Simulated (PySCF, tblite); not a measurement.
# C₅H₁₃PSSi: geometry, infrared bands and NMR shifts

Wanted: the infrared bands and NMR shifts of C₅H₁₃PSSi (`C[C@@H]1[C@H]([SiH3])C[P@@]1(C)=S`), by calculation.

Programs: tblite 0.8.0 and PySCF 2.14.0, with density-fitted response routines of our own. Each step states its level of theory. These are calculated values for one molecule in the gas phase, unless marked as measured. Atoms are numbered from 0 throughout.

### Step 1. The molecule as given

21 atoms, charge 0, multiplicity 1; geometry from: force field or distance geometry start.

Bonds of the start (Å): C0–C1 1.52, C1–C2 1.57, C2–Si3 1.94, C2–C4 1.56, C4–P5 1.80, P5–C6 1.78, P5–S7 1.95, P5–C1 1.82, C0–H8 1.09, C0–H9 1.08, C0–H10 1.10, C1–H11 1.11, C2–H12 1.11, Si3–H13 1.49, Si3–H14 1.49, Si3–H15 1.46, C4–H16 1.09, C4–H17 1.10, C6–H18 1.10, C6–H19 1.08, C6–H20 1.09.

### Step 2. Relaxing the molecule with GFN2-xTB

Job settings and geometry (Å):

```
{"job": {"kind": "relax", "xc": "GFN2-xTB", "basis": "xTB"}, "charge": 0, "multiplicity": 1}
C      0.692100    -1.351100    -1.104400
C      0.266900    -0.872900     0.272300
C     -1.088400    -0.127200     0.522400
Si    -2.602500    -0.617800    -0.588800
C     -0.531700     1.301300     0.235700
P      1.005200     0.662300     0.910000
C      2.292400     1.189400    -0.208700
S      1.329200     0.835300     2.822300
H      0.527300    -0.582200    -1.862900
H      1.740300    -1.618800    -1.108400
H      0.116100    -2.241300    -1.397300
H      0.396700    -1.718000     0.982800
H     -1.438600    -0.220100     1.570900
H     -2.956300    -2.044500    -0.339400
H     -3.768100     0.253600    -0.279100
H     -2.241300    -0.459000    -1.998000
H     -1.011300     2.120200     0.780900
H     -0.475200     1.575300    -0.829700
H      2.599600     2.214000     0.030400
H      1.972300     1.171600    -1.242200
H      3.166400     0.546800    -0.107200
```

Started as:

```
$ OMP_NUM_THREADS=1 python probes_run.py task.json out
```

This one command runs all jobs of the session in turn.

**Question.** This job is followed by: GFN2-xTB harmonic vibrations, gas phase; GIAO PBE0/pcSseg-1 NMR shielding, non-relativistic, gas phase. What will the session give for the following? strongest single infrared mode (GFN2-xTB); zero-point energy (GFN2-xTB); ¹³C shifts against TMS (PBE0/pcSseg-1); ¹H shifts against TMS (PBE0/pcSseg-1, means over atoms taken as alike); ²⁹Si shifts against TMS (PBE0/pcSseg-1); ³¹P shifts against H3PO4 (PBE0/pcSseg-1); ³³S shifts against CS2 (PBE0/pcSseg-1).

**Answer**, as computed:

```
                                                              quantity                                         value
                             strongest single infrared mode (GFN2-xTB)                          783 cm⁻¹, 374 km/mol
                                          zero-point energy (GFN2-xTB)                                101.9 kcal/mol
                                ¹³C shifts against TMS (PBE0/pcSseg-1)              53.3, 41.8, 25.3, 18.1, 15.8 ppm
¹H shifts against TMS (PBE0/pcSseg-1, means over atoms taken as alike)  3.83, 2.84, 2.52, 2.38, 2.20, 1.61, 1.28 ppm
                               ²⁹Si shifts against TMS (PBE0/pcSseg-1)                                     -71.6 ppm
                              ³¹P shifts against H3PO4 (PBE0/pcSseg-1)                                      50.2 ppm
                                ³³S shifts against CS2 (PBE0/pcSseg-1)                                      -197 ppm
```

In words: Over 83 steps the energy fell by 0.355 eV; of the close pairs, C4–P5 changed most, 1.796 to 1.860 Å. No mode is imaginary among the 57: a minimum at this level. The strongest single mode, at 783 cm⁻¹, is carried by H15, H13, H14. Unscaled tight-binding wavenumbers are off by several per cent, some by more. Its intensities can rank the bands wrongly.
